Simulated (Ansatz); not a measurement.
**GaNH₆ (SMILES [NH3+][GaH3-]): a rigid scan of the bond length Ga2–H6**

How does the energy rise as the bond length Ga2–H6 leaves its equilibrium value, and do density functionals follow CCSD(T)? All other internal coordinates keep their values.

The runs use Ansatz 0.2.0, Gaussian basis; single points in def2-TZVPP.

Levels: PBE-D4, r2SCAN-D4, PBE0-D4, B3LYP-D4, wB97M-V, Hartree-Fock, MP2, CCSD, CCSD(T). The scan takes 1.423, 1.455, 1.502, 1.556, 1.616, 1.681, 1.750, 1.822, 1.898 Å.

Cores are frozen in the correlated methods. Filled d shells of the heavier atoms are correlated. B3LYP uses VWN-RPA correlation.

**1. Where the work starts**

The minimum, relaxed at PBE0-D4: SMILES `[NH3+][GaH3-]`, 8 atoms, charge 0, spin multiplicity 1.

Atoms are counted from 1 here; the program's logs count them from 0.

Bond lengths: N1–Ga2 2.151 Å, N1–H3 1.013 Å, N1–H4 1.013 Å, N1–H5 1.013 Å, Ga2–H6 1.582 Å, Ga2–H7 1.582 Å, Ga2–H8 1.582 Å. Angles: Ga2–N1–H3 110.7°, Ga2–N1–H4 110.7°, Ga2–N1–H5 110.7°, H3–N1–H4 108.2°, H3–N1–H5 108.2°, H4–N1–H5 108.2°, N1–Ga2–H6 98.3°, N1–Ga2–H7 98.3°, N1–Ga2–H8 98.3°, H6–Ga2–H7 118.0°, H6–Ga2–H8 118.0°, H7–Ga2–H8 118.0°.

Coordinates:

```xyz
8

N    -0.3133   -0.1536   -0.9702
Ga    0.3672    0.1532    1.0475
H    -0.3345    0.7232   -1.4780
H    -1.2474   -0.5466   -0.9770
H     0.3023   -0.7904   -1.4625
H    -0.7552    1.1645    1.5156
H     1.8002    0.7362    0.7188
H     0.2730   -1.3435    1.5501
```

Energies of the minimum (eV), from earlier single points: PBE-D4 -53956.57693, r2SCAN-D4 -53965.49279, PBE0-D4 -53957.93962, B3LYP-D4 -53968.51741, wB97M-V -53962.65658, CCSD(T) -53925.98595.

At the minimum the bond length Ga2–H6 is 1.582 Å.

**2. Ga2–H6 = 1.423 Å**

ccsdt-tzvpp/in.yaml

```yaml
crystal:
  periodic: [false, false, false]
  atoms:
    - {symbol: N, position_ang: [-0.313318, -0.153571, -0.970204]}
    - {symbol: Ga, position_ang: [0.367156, 0.153185, 1.047535]}
    - {symbol: H, position_ang: [-0.334477, 0.723188, -1.477993]}
    - {symbol: H, position_ang: [-1.247374, -0.546623, -0.977022]}
    - {symbol: H, position_ang: [0.302322, -0.790420, -1.462549]}
    - {symbol: H, position_ang: [-0.642659, 1.063056, 1.468651]}
    - {symbol: H, position_ang: [1.800225, 0.736159, 0.718800]}
    - {symbol: H, position_ang: [0.273010, -1.343516, 1.550133]}
basis:
  gaussian: {orbitals: def2-TZVPP}
correlation: {method: ccsd_t}
```

No record of the launch command was kept for these runs.

The runs that follow: Ga2–H6 = 1.455 Å; Ga2–H6 = 1.502 Å; Ga2–H6 = 1.556 Å; Ga2–H6 = 1.616 Å; Ga2–H6 = 1.681 Å; Ga2–H6 = 1.750 Å; Ga2–H6 = 1.822 Å; Ga2–H6 = 1.898 Å.

What does the calculation give? Wanted: highest point, CCSD(T); lowest point, CCSD(T); minimum along the scan, CCSD(T); RMS deviation from CCSD(T); largest T1 diagnostic.

The runs gave:

```
                       quantity                                                                                                            value
         highest point, CCSD(T)                                                                                         10.7 kcal/mol at 1.898 Å
          lowest point, CCSD(T)                                                                                          0.0 kcal/mol at 1.582 Å
minimum along the scan, CCSD(T)                                                                                                          1.575 Å
                curvature there                                                                                                       13.5 eV/Å²
     RMS deviation from CCSD(T)  PBE-D4 0.7, r2SCAN-D4 0.1, PBE0-D4 0.2, B3LYP-D4 0.3, wB97M-V 0.1, Hartree-Fock 0.8, MP2 0.6, CCSD 0.0 kcal/mol
          largest T1 diagnostic                                                                                                            0.012
```

**Reading.** A polynomial through the near points puts the CCSD(T) minimum 0.007 Å below the PBE0-D4 value. The well is lopsided: squeezing costs more than stretching by the same length. Curvature against CCSD(T): PBE-D4 -7 %, Hartree-Fock +1 %. The curve of CCSD lies nearest to CCSD(T), that of Hartree-Fock farthest.
